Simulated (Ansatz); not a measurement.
# GaGeC (doublet): wave-function methods side by side at a displaced geometry (v1), cc-pVDZ

One table from this session's results is given with a row withheld; the runs are named, their logs left out.

The runs use Ansatz 0.2.0, Gaussian basis; cc-pVDZ, core rule «outside noble gas», up to 29 orbitals frozen.

To be run: UHF; CCSD(T) on ROHF; BCCD(T) on ROHF; CISD; CCSDT(Q) on ROHF; CCSDT(Q) on UHF; CASSCF and MRCISD+Q, 9 electrons in 9 orbitals; CASSCF and NEVPT2, 9 electrons in 9 orbitals.

40 further runs of the same task are left out: 2 for a known fault of the program, 26 that didn't finish, 12 set aside as unsound or not needed.

### The system

The geometry is a PBE0/def2-TZVP stationary point (not a proven minimum) with its atoms shifted at random (size 0.040 Å). No spin-orbit coupling is included. The filled d shell of Ga, Ge may be among the frozen orbitals whatever the setting's name suggests; the logs give the count.

3 atoms, charge 0, spin multiplicity 2.

Atoms are counted from 1 here; the program's logs count them from 0.

Bond lengths: Ga1–C2 1.842 Å, C2–Ge3 1.779 Å. Angles: Ga1–C2–Ge3 111.4°.

The first run:

File in.yaml:

```yaml
crystal:
  periodic: [false, false, false]
  atoms:
    - {symbol: Ga, position_ang: [-0.022112, 0.056509, -1.527824]}
    - {symbol: C, position_ang: [-0.022946, -0.940133, 0.021127]}
    - {symbol: Ge, position_ang: [0.025018, 0.101207, 1.462978]}
basis:
  gaussian: {orbitals: cc-pVDZ}
magnetization: {spin_polarized: true, initial_magnetization: 1}
hamiltonian: {xc: hf}
output: {orbitals: {seedname: orbitals}}
```

Run with:

```
ansatz run in.yaml --threads 1 --pin off --events-out ev --progress --plain --max-ram 2393MiB
```

Among the steps run: UHF; CCSD(T) on ROHF; BCCD(T) on ROHF; CISD; CCSDT(Q) on ROHF; CCSDT(Q) on UHF; CASSCF and MRCISD+Q, 9 electrons in 9 orbitals; CASSCF and NEVPT2, 9 electrons in 9 orbitals.

One of the session's tables, all rows but one given; the rest of the session is left out.

```
   method  from RCCSDT(Q) (kcal/mol)
     ROHF                    +184.73
     RMP2                     +21.62
    RCCSD                          ?
 RCCSD(T)                      +1.89
  BCCD(T)                      +1.83
   RCCSDT                      +1.53
RCCSDT(Q)                          0
```

**Question.** Estimate the row for RCCSD.

The run gave: from RCCSDT(Q) (kcal/mol): +14.29. In the column «from RCCSDT(Q) (kcal/mol)» it lies between RCCSD(T) (+1.89) and RMP2 (+21.62).

Not comparable, so not listed: CISD; CCSDT(Q) on UHF (they don't share determinant, frozen orbitals or solution with the rows shown, or repeat one).

Left out of the table: CASSCF frontier, NEVPT2 frontier, MRCISD frontier, MRCISD+Q frontier (the active space lost an orbital or holds another state than full CI finds).

To keep in mind: Warnings in the runs' records: passed over end.
